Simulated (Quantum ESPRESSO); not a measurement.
A run of Quantum ESPRESSO 7.5:

Contents of pw.in:

```
&CONTROL
  calculation = 'scf'
  prefix = 'pwscf'
  outdir = './tmp'
  pseudo_dir = './pseudo'
  tprnfor = .true.
  tstress = .true.
  disk_io = 'low'
/
&SYSTEM
  ibrav = 0
  nat = 2
  ntyp = 2
  ecutwfc = 56
  ecutrho = 448
  nbnd = 16
  occupations = 'smearing'
  smearing = 'fd'
  degauss = 0.00367493
/
&ELECTRONS
  conv_thr = 4d-10
  electron_maxstep = 120
  mixing_beta = 0.5
/
ATOMIC_SPECIES
Ta   180.9479 ta_pbesol_v1.uspp.F.UPF
Te   127.6000 te_pbesol_v1.uspp.F.UPF
CELL_PARAMETERS angstrom
   3.4200900000    0.0000000000    0.0000000000
   0.0000000000    3.4200900000    0.0000000000
   0.0000000000    0.0000000000    3.4200900000
ATOMIC_POSITIONS crystal
Ta     0.5000000000    0.5000000000    0.5000000000
Te     0.0000000000    0.0000000000    0.0000000000
K_POINTS automatic
8 8 8 0 0 0
```

scf2.in

```
&CONTROL
  calculation = 'scf'
  prefix = 'pwscf'
  outdir = './tmp'
  pseudo_dir = './pseudo'
  tprnfor = .true.
  tstress = .true.
  disk_io = 'low'
/
&SYSTEM
  ibrav = 0
  nat = 2
  ntyp = 2
  ecutwfc = 56
  ecutrho = 448
  nbnd = 16
  occupations = 'smearing'
  smearing = 'fd'
  degauss = 0.00367493
/
&ELECTRONS
  conv_thr = 1d-13
  electron_maxstep = 120
  mixing_beta = 0.5
  startingpot = 'file'
  startingwfc = 'file'
/
ATOMIC_SPECIES
Ta   180.9479 ta_pbesol_v1.uspp.F.UPF
Te   127.6000 te_pbesol_v1.uspp.F.UPF
CELL_PARAMETERS angstrom
   3.4200900000    0.0000000000    0.0000000000
   0.0000000000    3.4200900000    0.0000000000
   0.0000000000    0.0000000000    3.4200900000
ATOMIC_POSITIONS crystal
Ta     0.5000000000    0.5000000000    0.5000000000
Te     0.0000000000    0.0000000000    0.0000000000
K_POINTS automatic
8 8 8 0 0 0
```

The input ph.in:

```
phonons of TaTe
&INPUTPH
  prefix = 'pwscf'
  outdir = './tmp'
  tr2_ph = 1d-18
  fildyn = 'dyn'
  niter_ph = 90
  alpha_mix(1) = 0.4
/
0.0000000000 0.0000000000 0.0000000000
```

File dynmat.in:

```
&INPUT
  fildyn = 'dyn'
  asr = 'crystal'
  filout = 'dynmat.disp'
  fileig = 'dynmat.eig'
/
```

File relax_v0.99.in:

```
&CONTROL
  calculation = 'relax'
  prefix = 'pwscf'
  outdir = './tmp'
  pseudo_dir = './pseudo'
  tprnfor = .true.
  tstress = .true.
  disk_io = 'low'
  nstep = 30
  forc_conv_thr = 0.0001
  etot_conv_thr = 1d-06
/
&SYSTEM
  ibrav = 0
  nat = 2
  ntyp = 2
  ecutwfc = 56
  ecutrho = 448
  nbnd = 16
  occupations = 'smearing'
  smearing = 'fd'
  degauss = 0.00367493
/
&ELECTRONS
  conv_thr = 1d-13
  electron_maxstep = 120
  mixing_beta = 0.5
/
&IONS
  ion_dynamics = 'bfgs'
/
ATOMIC_SPECIES
Ta   180.9479 ta_pbesol_v1.uspp.F.UPF
Te   127.6000 te_pbesol_v1.uspp.F.UPF
CELL_PARAMETERS angstrom
   3.4086514865    0.0000000000    0.0000000000
   0.0000000000    3.4086514865    0.0000000000
   0.0000000000    0.0000000000    3.4086514865
ATOMIC_POSITIONS crystal
Ta     0.5000000000    0.5000000000    0.5000000000
Te     0.0000000000    0.0000000000    0.0000000000
K_POINTS automatic
8 8 8 0 0 0
```

ph_v0.99.in

```
phonons at 0.99 of the volume
&INPUTPH
  prefix = 'pwscf'
  outdir = './tmp'
  tr2_ph = 1d-18
  fildyn = 'dyn_v0.99'
  niter_ph = 90
  alpha_mix(1) = 0.4
/
0.0000000000 0.0000000000 0.0000000000
```

relax_v1.01.in

```
&CONTROL
  calculation = 'relax'
  prefix = 'pwscf'
  outdir = './tmp'
  pseudo_dir = './pseudo'
  tprnfor = .true.
  tstress = .true.
  disk_io = 'low'
  nstep = 30
  forc_conv_thr = 0.0001
  etot_conv_thr = 1d-06
/
&SYSTEM
  ibrav = 0
  nat = 2
  ntyp = 2
  ecutwfc = 56
  ecutrho = 448
  nbnd = 16
  occupations = 'smearing'
  smearing = 'fd'
  degauss = 0.00367493
/
&ELECTRONS
  conv_thr = 1d-13
  electron_maxstep = 120
  mixing_beta = 0.5
/
&IONS
  ion_dynamics = 'bfgs'
/
ATOMIC_SPECIES
Ta   180.9479 ta_pbesol_v1.uspp.F.UPF
Te   127.6000 te_pbesol_v1.uspp.F.UPF
CELL_PARAMETERS angstrom
   3.4314525087    0.0000000000    0.0000000000
   0.0000000000    3.4314525087    0.0000000000
   0.0000000000    0.0000000000    3.4314525087
ATOMIC_POSITIONS crystal
Ta     0.5000000000    0.5000000000    0.5000000000
Te     0.0000000000    0.0000000000    0.0000000000
K_POINTS automatic
8 8 8 0 0 0
```

The input ph_v1.01.in:

```
phonons at 1.01 of the volume
&INPUTPH
  prefix = 'pwscf'
  outdir = './tmp'
  tr2_ph = 1d-18
  fildyn = 'dyn_v1.01'
  niter_ph = 90
  alpha_mix(1) = 0.4
/
0.0000000000 0.0000000000 0.0000000000
```

Potentials or basis: GBRV 1.5 PBEsol.

The run is started by

```console
$ OMP_NUM_THREADS=1 pw.x -in pw.in > pw.out
$ OMP_NUM_THREADS=1 pw.x -in scf2.in > scf2.out
$ OMP_NUM_THREADS=1 ph.x -in ph.in > ph.out
$ OMP_NUM_THREADS=1 dynmat.x -in dynmat.in > dynmat.out
$ OMP_NUM_THREADS=1 pw.x -in relax_v0.99.in > relax_v0.99.out
$ OMP_NUM_THREADS=1 ph.x -in ph_v0.99.in > ph_v0.99.out
$ OMP_NUM_THREADS=1 pw.x -in relax_v1.01.in > relax_v1.01.out
$ OMP_NUM_THREADS=1 ph.x -in ph_v1.01.in > ph_v1.01.out
```

Hardware: 1 thread of Intel(R) Xeon(R) Processor @ 2.50GHz (Skylake/Cascade Lake) (shared host).

Estimate the wall time of this run.

Run time: 21 min on 1 thread of Intel(R) Xeon(R) Processor @ 2.50GHz (Skylake/Cascade Lake) (shared host), peak memory 0.33 GiB. Counts: scf iterations 39, k pools 1, bands 16, k points 35, g dense 43387.
